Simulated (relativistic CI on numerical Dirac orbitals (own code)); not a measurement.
**Pt XV (Pt¹⁴⁺): levels and lines**

The task is the spectrum of Pt¹⁴⁺: levels, purity of their labels, lifetimes and lines; runs with one setting changed show what the result hangs on.

Method: Dirac-Coulomb-Breit CI, KLI orbitals optimised for each configuration, model QED (radiative potential, 1s self-energy scaled to tabulated hydrogen-like ionisation energies). Code: relativistic CI on numerical Dirac orbitals (own code) version 4.

### 1 The atom as given

| Property | Result |
| --- | --- |
| ion | Pt¹⁴⁺ (Pt XV) |
| nuclear charge | 78 |
| electrons | 64 |
| isotope | A = 195 |
| first configuration typed | [Kr] 4d10 4f14 5s2 5p2 |

The outer shells:

first configuration typed
```
[Kr] core
4d [↑↓][↑↓][↑↓][↑↓][↑↓]
4f [↑↓][↑↓][↑↓][↑↓][↑↓][↑↓][↑↓]
5s [↑↓]
5p [↑ ][↑ ][  ]
```

### 2 CI with the chosen configurations

Settings, as recorded:

```ini
atom Pt  Z=78  charge=14  electrons=64
nucleus A=195  rms_radius_fm=5.4270
hamiltonian dirac-coulomb  breit=on  qed=on  c_scale=1
orbitals kli  potential=per-configuration
slater_scale 1
correlation none
mixing on
configurations
  [Kr] 4d10 4f14 5s2 5p2
  [Kr] 4d10 4f14 5s 5p3
  [Kr] 4d10 4f13 5s2 5p3
  [Kr] 4d10 4f14 5s2 5p 5d
  [Kr] 4d10 4f14 5s 5p2 5d
  [Kr] 4d10 4f14 5s2 5p 5f
  [Kr] 4d10 4f13 5s2 5p2 5d
  [Kr] 4d10 4f14 5s2 5p 5g
  [Kr] 4d10 4f14 5s 5p2 5f
  [Kr] 4d10 4f14 5s2 5p 6s
  [Kr] 4d10 4f14 5p3 5d
  [Kr] 4d10 4f14 5s2 5p 6p
  [Kr] 4d10 4f14 5s 5p 5d2
  [Kr] 4d10 4f14 5s 5p2 5g
  [Kr] 4d10 4f14 5s2 5d 5f
  [Kr] 4d10 4f13 5s2 5p2 6s
  [Kr] 4d10 4f14 5p3 6s
  [Kr] 4d10 4f14 5s2 5p 6d
  [Kr] 4d10 4f14 5s 5p2 6s
  [Kr] 4d10 4f14 5p4
  [Kr] 4d10 4f13 5p5
  [Kr] 4d10 4f13 5p4 5d
  [Kr] 4d10 4f14 5s2 5d2
  [Kr] 4d10 4f14 5s 5d3
  [Kr] 4d10 4f13 5s2 5d3
  [Kr] 4d10 4f14 5p2 5d2
  [Kr] 4d10 4f13 5p3 5d2
  [Kr] 4d10 4f14 5p 5d3
  [Kr] 4d10 4f14 5p 5d2 5f
  [Kr] 4d10 4f13 5p2 5d3
  [Kr] 4d10 4f14 5s2 5f2
  [Kr] 4d10 4f14 5s 5d 5f2
  [Kr] 4d10 4f13 5s2 5d 5f2
  [Kr] 4d10 4f14 5s2 5d 6s
  [Kr] 4d10 4f14 5s 5d2 6s
  [Kr] 4d10 4f13 5s2 5d2 6s
end
```

Started as:

```
$ python run_levels.py task.json out
```

One command runs all members of the session, one after another, from task.json.

### 3 Correlation estimate p86

Changes to the settings of step 2:

```diff
@@ -5,3 +5,3 @@
 slater_scale 1
-correlation none
+correlation p86
 mixing on
```

### 4 One common potential

Changes to the settings of step 3:

```diff
@@ -3,5 +3,5 @@
 hamiltonian dirac-coulomb  breit=on  qed=on  c_scale=1
-orbitals kli  potential=per-configuration
+orbitals kli  potential=mean
 slater_scale 1
-correlation p86
+correlation none
 mixing on
```

### 5 Non-relativistic limit (c × 1000)

Changes to the settings of step 4:

```diff
@@ -2,4 +2,4 @@
 nucleus A=195  rms_radius_fm=5.4270
-hamiltonian dirac-coulomb  breit=on  qed=on  c_scale=1
-orbitals kli  potential=mean
+hamiltonian dirac-coulomb  breit=off  qed=off  c_scale=1000
+orbitals kli  potential=per-configuration
 slater_scale 1
```

(Steps that only read results are left out.)

Q: Predict the outcome of this session. Wanted: lowest level; first excitation; lowest level of the other parity; fastest E1 line; ionisation energy.

**Answer**, as computed:

| run | time | mean size of shift, levels followed (cm⁻¹) | lowest level | ionisation energy (eV) |
| --- | --- | --- | --- | --- |
| main run | 26 s | 0 | 5p2 [5p1/2^2] J=0 | 325.61 |
| correlation estimate p86 | 25 s | 2604 | 5p2 [5p1/2^2] J=0 | 327.00 |
| one common potential | 24 s | 4326 | 5p2 [5p1/2^2] J=0 | - |
| non-relativistic limit (c × 1000) | 19 s | 151933 | 5p2 3P0 | - |

The tabulated theoretical ionisation energy (NIST) is 332 eV.

| quantity | value |
| --- | --- |
| lowest level | 5p2 [5p1/2^2] J=0 |
| first excitation | 5p2 3P1, 139413 cm⁻¹ |
| lowest level of the other parity | 5s 5p3 [5s 5p3/2] J=2°, 436869 cm⁻¹ |
| levels in the model | 8199 |
| fastest E1 line (by rate) to the lowest level among the lowest 400 of 8199 levels | 14.44 nm, from 5p 5d [5p1/2 5d3/2] J=1° |
| ionisation energy | 325.61 eV |
| ionisation energy, tabulated theoretical (NIST) | 332 eV |

In words: The lowest level is 5p2 [5p1/2^2] J=0, 74 % pure in LS and 98 % in jj coupling; over the low levels the means are 53 and 95 %, so jj coupling describes them better. The ionisation energy agrees with the tabulated theoretical value within its uncertainty of 16 eV. Of the changes tried, the run «non-relativistic limit (c × 1000)» moves the low levels most, by 151933 cm⁻¹ on average. Lifetimes count radiative decay inside the model alone.
